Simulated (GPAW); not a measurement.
Runs of GPAW 26.7.0 on Hf2Pd2Se2Br2O3. It takes space group Cm (No. 8, monoclinic). Conventional cell: a = 15.354 Å, b = 3.419 Å, c = 13.208 Å, α = 90.00°, β = 107.63°, γ = 90.00°. Hf (site symmetry m) is surrounded by 3 O at 1.97 to 2.13 Å. Hf (site symmetry m) has 3 O at 1.87 to 2.09 Å as nearest neighbours. Pd (site symmetry m) is surrounded by 2 O at 2.23 Å and 2 Se at 2.41 Å. Around Pd (site symmetry m) lie 4 Se at 2.42 to 2.60 Å. Around Se (site symmetry m) lie 2 Pd at 2.42 Å and 1 Hf at 2.76 Å. Se (site symmetry m) has 4 Pd at 2.41 to 2.60 Å as nearest neighbours. Around Br (site symmetry m) lie 3 Hf at 2.82 to 3.06 Å and 3 O at 3.21 to 3.22 Å. Around Br (site symmetry m) lie 2 Hf at 2.73 Å. The cell was built by a generator and needn't be a form met in nature.

```tsv
level	gap on the mesh (eV)	pressure (GPa)	largest force (eV/Å)
PBE+D3(BJ)	0.88	(b)	0.41
PBE+D3	0.88	-0.2	(a)
PBE+D4	0.88	0.0	0.68
PBE	0.88	0.4	0.41
```

Alike in all rows: task single point; potentials or basis GPAW PAW data sets (gpaw-data 1.2.1), pw; no spin polarisation; cell as given; k mesh 4 × 4 × 1; cutoff (eV) 800; smearing fermi-dirac 0.05 eV; the mesh is coarse, so values aren't converged.

Problem. Estimate the missing entries.

Solution. (a) 0.47; (b) -0.6.

Caveats: all runs use coarse meshes; spin-orbit coupling is left out, which moves the levels of the heavy elements; an odd mesh through Γ misses points on the zone boundary, where band edges often lie.

A k mesh can miss the band edges, and the runs leave out spin-orbit coupling on Br, Hf, Pd, Se.

Not every run made on this cell is shown here.
